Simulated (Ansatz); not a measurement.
# CH5FSSi: up Jacob's ladder to CCSD(T)

One table from this session's results is given with a row withheld; the runs are named, their logs left out.

Computed with Ansatz 0.2.0, Gaussian basis. Level: functionals in def2-TZVPP, the program's frozen cores in correlated methods.

Plan: LDA (SPW92), PBE-D4, revPBE-D4, BLYP-D4, r2SCAN-D4, B97M-V, PBE0-D4, B3LYP-D4, r2SCANh-D4, r2SCAN0-D4, HSE06-D4, BHLYP-D4, CAM-B3LYP-D4, LC-ωPBE, ωB97X-V, ωB97M-V, B2PLYP, PBE-QIDH; CCSD(T)/def2-SVP; CCSD(T)/def2-TZVPP; MP2/def2-QZVPP; extrapolation to the limit; RPA on PBE.

## The relaxed structure

An earlier PBE0-D4 in a triple-zeta def2 set relaxation fixed the geometry.

9 atoms, charge 0, spin multiplicity 1.

Atoms are counted from 1 here; the program's logs count them from 0.

Bond lengths: F1–C2 1.390 Å, C2–Si3 1.900 Å, C2–S4 1.790 Å, C2–H5 1.095 Å, Si3–H6 1.483 Å, Si3–H7 1.485 Å, Si3–H8 1.485 Å, S4–H9 1.345 Å. Angles: F1–C2–Si3 109.9°, F1–C2–S4 112.2°, F1–C2–H5 107.3°, Si3–C2–S4 111.9°, Si3–C2–H5 111.0°, S4–C2–H5 104.4°, C2–Si3–H6 108.4°, C2–Si3–H7 110.0°, C2–Si3–H8 107.8°, H6–Si3–H7 110.1°, H6–Si3–H8 110.3°, H7–Si3–H8 110.1°, C2–S4–H9 97.3°.

The first run:

in.yaml reads:

```yaml
crystal:
  periodic: [false, false, false]
  atoms:
    - {symbol: F, position_ang: [-0.778791, 0.206153, -1.758984]}
    - {symbol: C, position_ang: [-0.211625, 0.664548, -0.575123]}
    - {symbol: Si, position_ang: [0.805854, -0.721751, 0.232940]}
    - {symbol: S, position_ang: [-1.435856, 1.334081, 0.545792]}
    - {symbol: H, position_ang: [0.423352, 1.520452, -0.827570]}
    - {symbol: H, position_ang: [1.601397, -0.135729, 1.339147]}
    - {symbol: H, position_ang: [1.706536, -1.343319, -0.770871]}
    - {symbol: H, position_ang: [-0.144544, -1.733392, 0.761591]}
    - {symbol: H, position_ang: [-1.877823, 0.162657, 1.036077]}
basis:
  gaussian: {orbitals: def2-TZVPP}
hamiltonian: {xc: lda}
output: {orbitals: {seedname: orbitals}}
```

The run is started by

```sh
$ ansatz run in.yaml --threads 2 --pin off --events-out ev --progress --plain --max-ram 4352MiB
```

Steps of the session up to this table: LDA; PBE-D4 (GGA); revPBE-D4 (GGA); BLYP-D4 (GGA); r2SCAN-D4 (meta-GGA); B97M-V (meta-GGA); PBE0-D4 (hybrid); B3LYP-D4 (hybrid); r2SCANh-D4 (hybrid); r2SCAN0-D4 (hybrid); HSE06-D4 (hybrid); BHLYP-D4 (hybrid); CAM-B3LYP-D4 (range-separated); LC-ωPBE (range-separated); ωB97X-V (range-separated); ωB97M-V (range-separated); B2PLYP (double hybrid); PBE-QIDH (double hybrid).

One of the session's tables, all rows but one given; the rest of the session is left out.

It belongs to the step «Frontier levels by functional». 

```
  functional  HOMO (eV)  gap (eV)
 LDA (SPW92)      -6.47      5.16
      PBE-D4      -6.33      5.25
   revPBE-D4      -6.27      5.29
     BLYP-D4      -6.17      5.21
   r2SCAN-D4      -6.60      5.84
      B97M-V      -6.72      5.79
     PBE0-D4      -7.56      7.38
    B3LYP-D4      -7.33      6.91
  r2SCANh-D4      -7.05      6.62
  r2SCAN0-D4      -7.74      7.76
    HSE06-D4      -7.16      6.60
    BHLYP-D4      -8.67      9.36
CAM-B3LYP-D4          ?         ?
     LC-ωPBE     -10.31     12.32
     ωB97X-V      -9.94     11.80
     ωB97M-V      -9.78     11.34
```

**Question.** Estimate the row for CAM-B3LYP-D4.

The run gave: HOMO (eV): -8.91; gap (eV): 9.73. In the column «HOMO (eV)» it lies between ωB97M-V (-9.78) and BHLYP-D4 (-8.67).
